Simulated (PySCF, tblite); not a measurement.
**C₅H₉NO₂Si: geometry, infrared bands and NMR shifts**

Wanted: the infrared bands and NMR shifts of C₅H₉NO₂Si (`C/C=C(\C#N)O[SiH2]OC`), by calculation.

The runs use tblite 0.8.0 and PySCF 2.14.0, with density-fitted response routines of our own; the level of theory stands in each step. All values are computed, except where a source is named. Atoms are numbered from 0 throughout.

## 1. The molecule as given

18 atoms, charge 0, multiplicity 1; geometry from: force field or distance geometry start.

Bonds of the start (Å): C0–C1 1.47, C1–C2 1.33, C2–C3 1.45, C3–N4 1.15, C2–O5 1.37, O5–Si6 1.76, Si6–O7 1.70, O7–C8 1.39, C0–H9 1.13, C0–H10 1.13, C0–H11 1.11, C1–H12 1.08, Si6–H13 1.48, Si6–H14 1.46, C8–H15 1.11, C8–H16 1.11, C8–H17 1.11.

## 2. Geometry optimisation with GFN2-xTB

Job settings and geometry (Å):

```
{"job": {"kind": "relax", "xc": "GFN2-xTB", "basis": "xTB"}, "charge": 0, "multiplicity": 1}
C     -3.247500    -0.327500    -0.451800
C     -1.821600    -0.310200    -0.093400
C     -1.154400     0.791800     0.226700
C     -1.847200     2.063700     0.201300
N     -2.394200     3.078500     0.199300
O      0.171700     0.667600     0.545400
Si     1.269800    -0.315300    -0.412200
O      2.815900    -0.122200     0.273000
C      3.850700    -0.358000    -0.630800
H     -3.677900     0.699900    -0.264400
H     -3.319000    -0.561200    -1.554900
H     -3.778400    -1.104500     0.128900
H     -1.309900    -1.265000    -0.064200
H      0.759300    -1.703100    -0.295800
H      1.182500     0.028300    -1.827400
H      4.765500    -0.396900    -0.000200
H      3.952700     0.473700    -1.360800
H      3.773400    -1.333300    -1.159800
```

Started as:

```console
OMP_NUM_THREADS=1 python probes_run.py task.json out
```

The driver reads the jobs from task.json and runs them one after another.

**Question.** This job is followed by: GFN2-xTB harmonic vibrations, gas phase; GIAO PBE0/pcSseg-1 NMR shielding, non-relativistic, gas phase. What will the session give for the following? strongest single infrared mode (GFN2-xTB); zero-point energy (GFN2-xTB); 13C shifts against TMS (PBE0/pcSseg-1); 1H shifts against TMS (PBE0/pcSseg-1, means over atoms taken as alike); 15N shifts against NH3 (PBE0/pcSseg-1); 17O shifts against H2O (PBE0/pcSseg-1); 29Si shifts against TMS (PBE0/pcSseg-1).

**Answer**, as computed:

| quantity | value |
| --- | --- |
| strongest single infrared mode (GFN2-xTB) | 2217 cm⁻¹, 407 km/mol |
| zero-point energy (GFN2-xTB) | 81.9 kcal/mol |
| 13C shifts against TMS (PBE0/pcSseg-1) | 133.8, 126.6, 118.7, 50.3, 17.3 ppm |
| 1H shifts against TMS (PBE0/pcSseg-1, means over atoms taken as alike) | 5.33, 4.95, 3.87, 2.10 ppm |
| 15N shifts against NH3 (PBE0/pcSseg-1) | 320.9 ppm |
| 17O shifts against H2O (PBE0/pcSseg-1) | 110.4, 5.0 ppm |
| 29Si shifts against TMS (PBE0/pcSseg-1) | -33.8 ppm |

What this shows: Over 156 steps the energy fell by 0.876 eV; of the close pairs, O5–Si6 changed most, 1.758 to 1.618 Å. All 48 modes are real, so the xTB geometry is a minimum. The strongest single mode, at 2217 cm⁻¹, moves mainly H14 and H13. GFN2-xTB is a fitted tight-binding method: band positions and strengths are rough. Its intensities can rank the bands wrongly. The most deshielded carbon is C2 (alkene carbon bearing oxygen), at 133.8 ppm: an sp2 carbon of a C=C bond. The most deshielded hydrogen is H12 (hydrogen on a β carbon of an enol-ether or enamine type C=C), at 5.33 ppm: a vinylic proton, deshielded by the sp2 carbon and the C=C anisotropy. At PBE0/pcSseg-1: The widest tensor belongs to N4: span 443 ppm, with a paramagnetic part of -395 ppm.
